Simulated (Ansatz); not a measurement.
This script makes vertical spin-state energies of AlH₄NO₂, SMILES [NH2][Al]([OH])[OH] with Ansatz's Python interface.

The script, `alh4no2_spin.py`:
```python
# -*- coding: utf-8 -*-
"""Gap between spin states of AlH4NO2 at one geometry."""

import ansatz as az

system = (
    az.Crystal.molecule()
    .atom("N", [-0.2981, 1.5357, 0.1738])
    .atom("Al", [0.1397, -0.2007, -0.3354])
    .atom("O", [1.8403, -0.5704, -0.8313])
    .atom("O", [-1.0399, -1.5225, -0.3225])
    .atom("H", [-1.1213, 1.8613, -0.4917])
    .atom("H", [-0.7456, 1.5414, 1.1243])
    .atom("H", [2.346, -0.814, 0.0361])
    .atom("H", [-1.029, -1.8879, 0.591])
)

setup = (
    system.calculation()
    .basis(gaussian="aug-cc-pVDZ")
    .functional("b3lyp")
)
found = {}
for unpaired in [0, 2]:
    summary = setup.spin("collinear", total=unpaired).run(threads=1, backend="cpu").report
    s = unpaired / 2
    found[unpaired] = summary["free_energy_ev"]
    print(f"2S+1 = {unpaired + 1}: E = {found[unpaired]:.5f} eV, <S^2> = {abs(summary['mean_field']['state']['spin_squared']):.3f} (pure state {s * (s + 1):.2f})")
lowest = min(found, key=found.get)
for unpaired, e in found.items():
    print(f"multiplicity {unpaired + 1}: {96.485332 * (e - found[lowest]):.1f} kJ/mol above the lowest")
```

Which spin state is lowest at this geometry, and how far above lie the others?

In order: multiplicity 1 (+0.00 eV) and multiplicity 3 (+4.50 eV), all at the one geometry.

The run itself:

```console
$ python alh4no2_spin.py
2S+1 = 1: E = -12250.52844 eV, <S^2> = 0.000 (pure state 0.00)
2S+1 = 3: E = -12246.02853 eV, <S^2> = 2.010 (pure state 2.00)
multiplicity 1: 0.0 kJ/mol above the lowest
multiplicity 3: 434.2 kJ/mol above the lowest
```

Notes:
- Total energies depend on the basis set; only differences at equal settings carry meaning.
- The geometry is a force-field or estimated start, not a minimum of this method, and the basis set is short of its limit. All parts are taken at fixed geometry, without zero-point energy.
- b3lyp holds the VWN-RPA fit, as in Gaussian; the form of ORCA and Turbomole is b3lyp5.
- Wall time of the script: 29 s on 1 thread of Arm Neoverse V1, on a shared host, peak memory 0.41 GiB.

(A comment or docstring line of the script was reworded after the run, the code is as it ran; lines on the test bed's own set-up are left out of the output.)
